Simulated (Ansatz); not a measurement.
**CH₄F₂OSi: up Jacob's ladder to CCSD(T)**

How much do the methods differ for CH₄F₂OSi? The plan is to run it at one geometry with functionals of several rungs and with coupled cluster. The yardstick is the atomisation energy at the CCSD(T) limit.

Method: functionals in def2-TZVPP, the program's frozen cores in correlated methods; program: Ansatz 0.2.0, Gaussian basis.

The runs, in order: LDA (SPW92), PBE-D4, revPBE-D4, BLYP-D4, r2SCAN-D4, B97M-V, PBE0-D4, B3LYP-D4, r2SCANh-D4, r2SCAN0-D4, HSE06-D4, BHLYP-D4, CAM-B3LYP-D4, LC-ωPBE, ωB97X-V, ωB97M-V, B2PLYP, PBE-QIDH; CCSD(T)/def2-SVP; CCSD(T)/def2-TZVPP; MP2/def2-QZVPP; extrapolation to the limit; RPA on PBE.

## Step 1: The relaxed structure

All runs share one geometry, relaxed beforehand with PBE0-D4 in a triple-zeta def2 set.

SMILES `FCO[SiH2]F`, 9 atoms, charge 0, spin multiplicity 1.

Atoms are counted from 1 here; the program's logs count them from 0.

Bond lengths: F1–C2 1.375 Å, C2–O3 1.376 Å, C2–H6 1.092 Å, C2–H7 1.095 Å, O3–Si4 1.639 Å, Si4–F5 1.596 Å, Si4–H8 1.476 Å, Si4–H9 1.474 Å. Angles: F1–C2–O3 110.5°, F1–C2–H6 107.8°, F1–C2–H7 107.1°, O3–C2–H6 108.4°, O3–C2–H7 111.4°, H6–C2–H7 111.5°, C2–O3–Si4 127.4°, O3–Si4–F5 109.3°, O3–Si4–H8 112.3°, O3–Si4–H9 105.3°, F5–Si4–H8 107.1°, F5–Si4–H9 109.1°, H8–Si4–H9 113.7°.

## Step 2: LDA

This LDA is Slater exchange with PW92 correlation.

Contents of in.yaml:

```yaml
crystal:
  periodic: [false, false, false]
  atoms:
    - {symbol: F, position_ang: [-1.150829, -0.549152, 1.462965]}
    - {symbol: C, position_ang: [-1.155234, 0.476091, 0.547440]}
    - {symbol: O, position_ang: [-0.464564, 0.112436, -0.585567]}
    - {symbol: Si, position_ang: [1.072622, -0.448718, -0.676415]}
    - {symbol: F, position_ang: [2.054051, 0.586820, 0.038058]}
    - {symbol: H, position_ang: [-2.193104, 0.672657, 0.270681]}
    - {symbol: H, position_ang: [-0.697372, 1.344168, 1.032852]}
    - {symbol: H, position_ang: [1.236360, -1.745454, 0.008766]}
    - {symbol: H, position_ang: [1.386471, -0.495248, -2.115778]}
basis:
  gaussian: {orbitals: def2-TZVPP}
hamiltonian: {xc: lda}
output: {orbitals: {seedname: orbitals}}
```

The runs that follow: PBE-D4 (GGA); revPBE-D4 (GGA); BLYP-D4 (GGA); r2SCAN-D4 (meta-GGA); B97M-V (meta-GGA); PBE0-D4 (hybrid); B3LYP-D4 (hybrid); r2SCANh-D4 (hybrid); r2SCAN0-D4 (hybrid); HSE06-D4 (hybrid); BHLYP-D4 (hybrid); CAM-B3LYP-D4 (range-separated); LC-ωPBE (range-separated); ωB97X-V (range-separated); ωB97M-V (range-separated); B2PLYP (double hybrid); PBE-QIDH (double hybrid); CCSD(T) in def2-SVP; CCSD(T) in def2-TZVPP; MP2 in def2-QZVPP; RPA on PBE orbitals.

**Question.** What will the summary of the whole plan be? Wanted: atomisation energy, CCSD(T)/CBS; farthest beyond LDA; mean size of error, GGA; mean size of error, meta-GGA; mean size of error, hybrid; mean size of error, range-separated; mean size of error, double hybrid; gap, smallest and largest; T1 diagnostic.

As calculated:

```
                               quantity                                      value
        atomisation energy, CCSD(T)/CBS                             824.3 kcal/mol
functionals within 4.1 kcal/mol (0.5 %)  r2SCAN-D4, CAM-B3LYP-D4, ωB97X-V, ωB97M-V
                    farthest beyond LDA                  BHLYP-D4 (-34.7 kcal/mol)
                mean size of error, GGA                               9.7 kcal/mol
           mean size of error, meta-GGA                               3.8 kcal/mol
             mean size of error, hybrid                              15.5 kcal/mol
    mean size of error, range-separated                               2.4 kcal/mol
      mean size of error, double hybrid                              12.3 kcal/mol
              gap, smallest and largest  7.00 eV (LDA (SPW92)), 14.77 eV (LC-ωPBE)
                          T1 diagnostic                                     0.0118
triples share of the correlation energy                                      3.1 %
```

The LDA atomisation energy is off by 122.6 kcal/mol (15 %): it overbinds. PBE-D4 misses by +8.5 kcal/mol. Double hybrids carry the basis error of their MP2 part in triple zeta, and no dispersion term here, so their miss is partly the set-up's. The rungs range-separated, meta-GGA miss on average by less than the doubt on the reference (4.1 kcal/mol), so they tie. Misses under about 4.1 kcal/mol are within the doubt on the reference itself, which lacks core-valence correlation, relativity and higher excitations. Hartree-Fock recovers 72 % of the binding; the rest is correlation. CCSD(T) in def2-SVP is off by -57.8 kcal/mol, worse than the median functional, from the basis alone. Orbital gaps span 7.0 to 14.8 eV; exact exchange widens them.
